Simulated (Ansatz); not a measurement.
# CuS3: one candidate structure, part 2 of 2

Where does CuS3 go from the start given, Cu3Au (L1_2) type (Pm-3m, No. 221)?

Ansatz 0.2.0; DFT PBE, scalar-relativistic, plane waves, PAW. Earlier steps stand in the parts before.

## Step 4: Full relaxation

input.yaml reads:

```yaml
crystal:
  lattice:
    - [3.9807911803, 0.0, 0.0]
    - [0.0, 3.9807911803, 0.0]
    - [0.0, 0.0, 3.9807911803]
  atoms:
    - { symbol: Cu, position: [0.0, 0.0, 0.0] }
    - { symbol: S, position: [0.0, 0.5, 0.5] }
    - { symbol: S, position: [0.5, 0.0, 0.5] }
    - { symbol: S, position: [0.5, 0.5, 0.0] }
basis:
  ecutwfc: 420
kpoints:
  mp_grid: { grid: [12, 12, 12] }
hamiltonian:
  xc: pbe
scf:
  occupations: { method: gaussian, width: 0.1 }
output:
  forces: true
  stress: true
  eigenvalues: true
  write_density: true
  write_potential: true
  elf: true
  volumetric_format: npy
relax:
  adjacent_minimum: "off"
  f_tol: 0.01
  max_steps: 80
  cell: { stress_tol: 0.05 }
```

Run with:

```
$ ansatz run input.yaml --threads 1 --pin off --max-ram 2560MiB --backend cpu --events-out ev --progress --plain --runs-dir out
```

What it wrote, shortened:

```text
Warning: RAYON_NUM_THREADS=1 ignored (pool sized by the plan → 1); use --threads N
[...]
Pseudopotentials: kind: paw
Pseudopotential: Cu, paw, valence charge 19, recommended cutoff 420 eV (normal), Cu.paw.azcp
Pseudopotential: S, paw, valence charge 6, recommended cutoff 420 eV (normal), S.paw.azcp
Functional definition: PBE
[...]
Crystal: 4 atoms, lattice volume = 63.082 Å³
Basis set: ecut = 420 eV, 1237 PW (Γ), exchange–correlation on 54×54×54 points (8 copies of the dense FFT grid, shifted against one another)
Bands: 23, of which v1, the nominal top of the filled ones, is band 19 counted from 1 (18 counted from 0)
Symmetry: 48 space group operations
Space group: Pm-3m (ITA 221), of the structure as read, at distance tolerance 4.0e-5 Å
k-points: 84 of 1728
[...]
SCF iter   1: F=—  HF=-9327.548331 eV  |F-HF|=—  |Δ(HF+E_count)|=         —  Δρ=1.52e-2  dr2=1.19e-1  ethr=1.77e-3  ⟨swp⟩=5.1  Hψ=8501  notcnv=0
[...]
--- Stress (GPa, compression-positive) ---
       -0.001734       0.000000      -0.000000
        0.000000      -0.001734       0.000000
       -0.000000       0.000000      -0.001734
  P = ⅓ Tr σ = -0.0017 GPa (-0.017 kbar)
--- Band table (eV; the first three rows and the last of 84) ---
[... band rows left out ...]
[...]
--- Relaxed structure (2 steps of the walk, 2 accepted, 1 SCFs on fresh bases) ---
  F+E_penalty+E_count = -9327.53324863 eV   max|allowed force component| = 5.621e-30 eV/Å   (the final SCF, on the basis selected at the relaxed cell)
  cell:  # Å, volume = 63.2051 Å³
    - [3.9833714596361025, -6.419766481290786e-35, 4.81482486096809e-35]
    - [-6.419766481290786e-35, 3.9833714596361025, 0.0]
    - [3.209883240645393e-35, 0.0, 3.9833714596361025]
  atoms:
    - { symbol: Cu, position: [1.0079287933170016e-36, 3.2128345477893314e-38, 6.29955495823126e-38] }
    - { symbol: S, position: [-6.681911775230489e-52, 0.5, 0.5] }
    - { symbol: S, position: [0.5, -1.6763952403504653e-39, 0.5] }
    - { symbol: S, position: [0.5, 0.5, -3.1497774791156774e-38] }
```

It took 29 s on 1 thread of Intel Xeon at 2.70GHz, shared host; peak memory 0.43 GiB.

Step by step:

```csv
step,E - E(step 1) (eV/cell),largest force component (eV/Å),pressure (GPa),volume (Å³)
1,0.0000,0.0000,0.15,63.08
2,0.0000,0.0000,0.00,63.21
3,-0.0001,0.0000,0.00,63.21
```

Step 1 is the start. Step 3 repeats the geometry before it on a plane-wave basis chosen anew for that cell, so its energy need not be comparable with the rows above.

|  | before | after | change |
| --- | --- | --- | --- |
| a (Å) | 3.981 | 3.983 | +0.1 % |
| b (Å) | 3.981 | 3.983 | +0.1 % |
| c (Å) | 3.981 | 3.983 | +0.1 % |
| volume (Å³/atom) | 15.77 | 15.80 | +0.2 % |
| shortest distance (Å) | 2.815 | 2.817 | +0.1 % |
| space group (0.01 Å) | Pm-3m | Pm-3m | same |

The run keeps the 48 symmetry operations of the start, so it could not have lowered the symmetry.

Density in a lattice plane of the grid's cell (edges 3.98 and 3.98 Å, at 0.000 of the third edge), which holds Cu and S.

Ten even steps from '0' (0.02 e/Å³) to '9' (70.50 e/Å³):
```
652100000000000000000125
211000000000000000000011
000000000000000000000000
000000000000000000000000
000000000000000000000000
000000000000000000000000
000000000000000000000000
000000000000000000000000
000000000000000000000000
000000000000000000000000
000000000000000000000000
000000000000000000000000
000000000000000000000000
000000000000000000000000
000000000000000000000000
000000000000000000000000
000000000000000000000000
211000000000000000000011
652100000000000000000125
973100000000000000000137
```
Columns run along the first of these edges and rows up along the second, over one cell in 24 and 20 even steps from the bottom left corner. Atoms in the plane (fractional): Cu at (0.00, 0.00), S at (0.50, 0.50).

ELF in the same plane.

Ten even steps from ' ' (0.01) to '@' (0.93):
```
@@%%++--::....                      ....::--++%%
++==--::......                      ......::--==
::::::......  ......::::::::::......  ......::::
................--==++++++++++==--..............
............::==++####%%%%%%####++==::..........
      ....::==**%%%%@@@@@@@@@@%%%%**==::....    
      ..::==**%%%%@@@@%%%%%%@@@@%%%%**==::..    
      ..--++##%%@@%%##**==**##%%@@%%##++--..    
      ..--**%%@@%%##==..  ..==##%%@@%%**--..    
      ..--**%%@@%%**--      --**%%@@%%**--..    
      ..--**%%@@%%##==..  ..==##%%@@%%**--..    
      ..--++##%%@@%%##**==**##%%@@%%##++--..    
      ..::==**%%%%@@@@%%%%%%@@@@%%%%**==::..    
      ....::==**%%%%@@@@@@@@@@%%%%**==::....    
............::==++####%%%%%%####++==::..........
................--==++++++++++==--..............
::::::......  ......::::::::::......  ......::::
++==--::......                      ......::--==
@@%%++--::....                      ....::--++%%
@@@@**==::....                      ....::==**@@
```
Columns run along the first of these edges and rows up along the second, over one cell in 24 and 20 even steps from the bottom left corner. Atoms in the plane (fractional): Cu at (0.00, 0.00), S at (0.50, 0.50).

Both are smooth fields of the valence electrons: close to the nuclei they are not physical.

Outside the cores ELF peaks at 0.86 in the shell around S, 0.7 Å from S.

## Step 5: Results

This closing draws on all 2 parts. Changes of volume or cell count from the first structure of part 1.

Formation energies count from the elements, computed with the same settings in runs not shown here.

```
                          quantity                                                                      value
                              cell  a = 3.983 Å, b = 3.983 Å, c = 3.983 Å, α = 90.00°, β = 90.00°, γ = 90.00°
                       space group                                                            Pm-3m (No. 221)
                            volume                                                              15.80 Å³/atom
                   gap on the mesh                                                               none (metal)
formation energy from the elements                                                             +0.957 eV/atom
```

In words: The space group stayed Pm-3m, and from the first guess the volume went from 18.55 to 15.80 Å³/atom. The formation energy of +0.96 eV/atom is positive, so the elements lie lower than this structure; another structure of the compound can lie lower. A spin-polarised run here lost its starting moments, which speaks against magnetism, though one start doesn't rule it out.
